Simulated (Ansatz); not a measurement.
# C3H11AlO (SMILES C[Al-](C)(C)[OH2+]) at 6 levels

Aim: a comparison of 6 runs (HF/STO-3G, HF/3-21G, HF/def2-SVP, B3LYP/6-31G*, PBE0/def2-SVP, CCSD(T)/6-31G) of C3H11AlO. 

The calculation is run with Ansatz 0.2.0.

8 further runs of the same task are left out: 1 for a known fault of the program, 2 that didn't finish, 5 set aside as unsound or not needed. Runs told in other sessions of the task aren't counted.

**1. The structure to begin with**

The species is C3H11AlO (16 atoms), meant as a singlet with charge 0. As SMILES, `C[Al-](C)(C)[OH2+]`. Geometry: relaxed at PBE0-D4/def2-TZVP. This is one conformer, not always the lowest.

Bond lengths: C1–Al2 1.979 Å, Al2–C3 1.979 Å, Al2–C4 1.966 Å, Al2–O5 2.056 Å, C1–H6 1.097 Å, C1–H7 1.096 Å, C1–H8 1.097 Å, C3–H9 1.097 Å, C3–H10 1.097 Å, C3–H11 1.096 Å, C4–H12 1.095 Å, C4–H13 1.096 Å, C4–H14 1.095 Å, O5–H15 0.964 Å, O5–H16 0.964 Å. Some angles: C1–Al2–C3 117.8°, C1–Al2–C4 117.9°, C1–Al2–O5 96.3°, C3–Al2–C4 118.0°, C3–Al2–O5 96.3°, C4–Al2–O5 102.6°, Al2–C1–H6 113.5°, Al2–C1–H7 110.5°, Al2–C1–H8 113.0°, Al2–C3–H9 113.0°.

**2. Energy and forces at HF/STO-3G (run 1)**

input.yaml

```yaml
crystal:
  periodic: [false, false, false]
  atoms:
    - symbol: C
      position_ang: [-0.637980, 0.723110, -1.712710]
    - symbol: Al
      position_ang: [0.085580, -0.140530, -0.085580]
    - symbol: C
      position_ang: [1.698930, 0.654370, 0.740480]
    - symbol: C
      position_ang: [-0.210750, -2.071140, 0.142530]
    - symbol: O
      position_ang: [-1.268240, 0.678630, 1.227590]
    - symbol: H
      position_ang: [-0.585750, 1.818080, -1.686750]
    - symbol: H
      position_ang: [-0.069050, 0.414640, -2.597260]
    - symbol: H
      position_ang: [-1.679210, 0.445600, -1.917720]
    - symbol: H
      position_ang: [1.843550, 0.343900, 1.782560]
    - symbol: H
      position_ang: [1.707300, 1.750610, 0.717030]
    - symbol: H
      position_ang: [2.601530, 0.334090, 0.207600]
    - symbol: H
      position_ang: [-0.016600, -2.405220, 1.167190]
    - symbol: H
      position_ang: [0.454110, -2.651670, -0.507280]
    - symbol: H
      position_ang: [-1.233710, -2.369370, -0.110180]
    - symbol: H
      position_ang: [-0.808840, 1.221910, 1.877580]
    - symbol: H
      position_ang: [-1.880870, 1.252980, 0.754900]
basis:
  gaussian: {orbitals: STO-3G}
hamiltonian: {xc: hf}
accuracy: high
output: {forces: true, orbitals: {seedname: orbitals}}
```

Command:

```
$ ansatz run input.yaml --threads 1 --pin off --max-ram 3480MiB --events-out events.jsonl --progress --plain --runs-dir runs
```

The log of the run:

```text
Warning: RAYON_NUM_THREADS=1 ignored (pool sized by the plan → 1); use --threads N
[... 12 lines left out ...]
Total energy: -11743.03394411 eV, -431.5485377319 hartree
[... 16 lines left out ...]
Dipole moment:    -0.475885     0.598462     0.470115 e Å
```

Run time: 1.8 s. Hardware: 1 thread of Arm Neoverse V2, shared host.

**3. Energy and forces at HF/3-21G (run 2)**

in.yaml

```yaml
crystal:
  periodic: [false, false, false]
  atoms:
    - symbol: C
      position_ang: [-0.637980, 0.723110, -1.712710]
    - symbol: Al
      position_ang: [0.085580, -0.140530, -0.085580]
    - symbol: C
      position_ang: [1.698930, 0.654370, 0.740480]
    - symbol: C
      position_ang: [-0.210750, -2.071140, 0.142530]
    - symbol: O
      position_ang: [-1.268240, 0.678630, 1.227590]
    - symbol: H
      position_ang: [-0.585750, 1.818080, -1.686750]
    - symbol: H
      position_ang: [-0.069050, 0.414640, -2.597260]
    - symbol: H
      position_ang: [-1.679210, 0.445600, -1.917720]
    - symbol: H
      position_ang: [1.843550, 0.343900, 1.782560]
    - symbol: H
      position_ang: [1.707300, 1.750610, 0.717030]
    - symbol: H
      position_ang: [2.601530, 0.334090, 0.207600]
    - symbol: H
      position_ang: [-0.016600, -2.405220, 1.167190]
    - symbol: H
      position_ang: [0.454110, -2.651670, -0.507280]
    - symbol: H
      position_ang: [-1.233710, -2.369370, -0.110180]
    - symbol: H
      position_ang: [-0.808840, 1.221910, 1.877580]
    - symbol: H
      position_ang: [-1.880870, 1.252980, 0.754900]
basis:
  gaussian: {orbitals: 3-21G.json}
hamiltonian: {xc: hf}
accuracy: high
output: {forces: true, orbitals: {seedname: orbitals}}
```

The basis set 3-21G is read from a file made from the Basis Set Exchange's data (not shown).

Command:

```
$ ansatz run in.yaml --threads 1 --pin off --max-ram 3480MiB --events-out events.jsonl --progress --plain --runs-dir runs
```

The log of the run:

```text
Warning: RAYON_NUM_THREADS=1 ignored (pool sized by the plan → 1); use --threads N
[... 13 lines left out ...]
Total energy: -11821.89595290 eV, -434.4466631003 hartree
[... 16 lines left out ...]
Dipole moment:    -0.458002     0.687722     0.455600 e Å
```

Run time: 2.6 s. Hardware: 1 thread of Arm Neoverse V2, shared host; peak memory 0.18 GiB.

Runs 3 to 5 aren't shown in full; the table further down has their settings and results.

**4. Energy and forces at CCSD(T)/6-31G (run 6)**

Changes to in.yaml since step 3:

```diff
@@ -36,5 +36,6 @@
 basis:
-  gaussian: {orbitals: 3-21G.json}
-hamiltonian: {xc: hf}
+  gaussian: {orbitals: 6-31G}
+scf: {omitted_lower_state_checks: [cluster_reference, increment]}
 accuracy: high
+correlation: {method: ccsd_t, frozen_orbitals: {Al: 5, C: 1, H: 0, O: 1}}
 output: {forces: true, orbitals: {seedname: orbitals}}
```

Command:

```
$ ansatz run in.yaml --threads 1 --pin off --max-ram 3480MiB --events-out events.jsonl --progress --plain --runs-dir runs
```

The log of the run:

```text
Warning: RAYON_NUM_THREADS=1 ignored (pool sized by the plan → 1); use --threads N
[... 11 lines left out ...]
9 core orbitals not correlated: weight in the atoms' cores, before any rotation towards them, 1.000 or more for the frozen orbitals, at most 0.000 for the correlated occupied ones
[... 25 lines left out ...]
Total energy: -11897.39726481 eV, -437.2212851364 hartree
[... 16 lines left out ...]
Dipole moment:    -0.425728     0.662093     0.424120 e Å
Checks for a lower state left out: cluster_reference, increment
```

It took 60 s on 1 thread of Arm Neoverse V2, shared host; peak memory 0.54 GiB.

**5. The series**

```csv
run,level,Cartesian functions,frozen core orbitals,energy (Eh),dipole moment (D),HOMO energy (eV),LUMO energy (eV),wall time
1,HF/STO-3G,no,–,-431.548538,4.31,-7.98,11.63,1.8 s
2,HF/3-21G,no,–,-434.446663,4.53,-9.77,4.42,2.6 s
3,HF/def2-SVP,no,–,-436.603190,4.29,-9.98,3.26,14 s
4,B3LYP/6-31G* (Cartesian functions),yes,–,-438.627910,4.12,-6.34,0.00,21 s
5,PBE0/def2-SVP,no,–,-438.060856,4.12,-6.79,0.21,27 s
6,CCSD(T)/6-31G,no,9,-437.221285,4.29,-9.82,3.53,60 s
```

**6. What came out**

| quantity | value |
| --- | --- |
| run 6: total energy | -437.22129 Eh |
| run 6: dipole moment (correlated density) | 4.29 D |
| run 6: HOMO energy (Hartree–Fock orbitals) | -9.82 eV |
| run 6: LUMO energy (Hartree–Fock orbitals) | 3.53 eV |
| run 6: HOMO–LUMO gap (Hartree–Fock orbitals) | 13.35 eV |
| run 6: correlation energy (9 core orbitals frozen) | -505.8 mEh |
| run 6: (T) correction | -8.94 mEh |
| run 6: T1 diagnostic | 0.008 |
| run 6: largest force on an atom | 0.991 eV/Å |

The dipole moment (its size) runs from 4.12 D (B3LYP/6-31G*) to 4.53 D (HF/3-21G). The two ends differ in method and basis. Over runs 1, 2, 3, 4, 5 the HOMO–LUMO gap runs from 6.34 eV (B3LYP/6-31G*) to 19.61 eV (HF/STO-3G). Totals of different functionals can't be ranked against each other. In run 1 the basis is minimal, so the values are rough. All runs together took 2.1 min, the longest 60 s.
